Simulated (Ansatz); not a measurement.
# GaP (triplet): the correlation ladder, aug-cc-pVDZ

One table from this session's results is given with a row withheld; the runs are named, their logs left out.

The runs use Ansatz 0.2.0, Gaussian basis; aug-cc-pVDZ, core rule «outside noble gas», up to 19 orbitals frozen.

The runs, in order: UHF; CCSD(T) on ROHF; CCSD(T) on UHF; BCCD(T) on ROHF; CISD; CCSDT(Q) on ROHF; CCSDT(Q) on UHF.

24 further runs of the same task are left out: 8 for a known fault of the program, 7 that didn't finish, 9 set aside as unsound or not needed.

## The geometry

The geometry is a PBE0/def2-TZVPD stationary point (not a proven minimum) of the parent state, kept for this charge and spin. No spin-orbit coupling is included. The filled d shell of Ga may be among the frozen orbitals whatever the setting's name suggests; the logs give the count.

2 atoms, charge 0, spin multiplicity 3.

Atoms are counted from 1 here; the program's logs count them from 0.

Bond lengths: P1–Ga2 2.354 Å.

The first run:

Input file in.yaml:

```yaml
crystal:
  periodic: [false, false, false]
  atoms:
    - {symbol: P, position_ang: [0.000000, 0.000000, 0.000000]}
    - {symbol: Ga, position_ang: [0.000000, 0.000000, 2.354100]}
basis:
  gaussian: {orbitals: aug-cc-pVDZ}
magnetization: {spin_polarized: true, initial_magnetization: 2}
hamiltonian: {xc: hf}
output: {orbitals: {seedname: orbitals}}
```

On the command line:

```bash
$ ansatz run in.yaml --threads 1 --pin off --events-out ev --progress --plain --max-ram 2393MiB
```

Among the steps run: UHF; CCSD(T) on ROHF; CCSD(T) on UHF; BCCD(T) on ROHF; CISD; CCSDT(Q) on ROHF; CCSDT(Q) on UHF.

One of the session's tables, all rows but one given; the rest of the session is left out.

It belongs to the step «Misses and costs». 

```
   method  from UCCSDT(Q) (meV)
     ROHF               +4410.3
      UHF               +4271.3
     RMP2               +1000.0
     UMP2               +1029.3
    RCCSD                     ?
    UCCSD                +171.1
 RCCSD(T)                 +39.6
 UCCSD(T)                 +39.0
  BCCD(T)                 +39.0
   RCCSDT                  +9.5
   UCCSDT                  +8.8
RCCSDT(Q)                  +0.7
UCCSDT(Q)                     0
```

Q: Estimate the row for RCCSD from the others.

The run gave: from UCCSDT(Q) (meV): +176.2. In the column «from UCCSDT(Q) (meV)» it lies between UCCSD (+171.1) and RMP2 (+1000.0).

Not comparable, so not listed: CISD (they don't share determinant, frozen orbitals or solution with the rows shown, or repeat one).

Caveats from the session: Restricted and unrestricted rows rest on different reference determinants; where their highest levels disagree by more than a few hundredths of an eV, they describe different states and don't form one ladder.
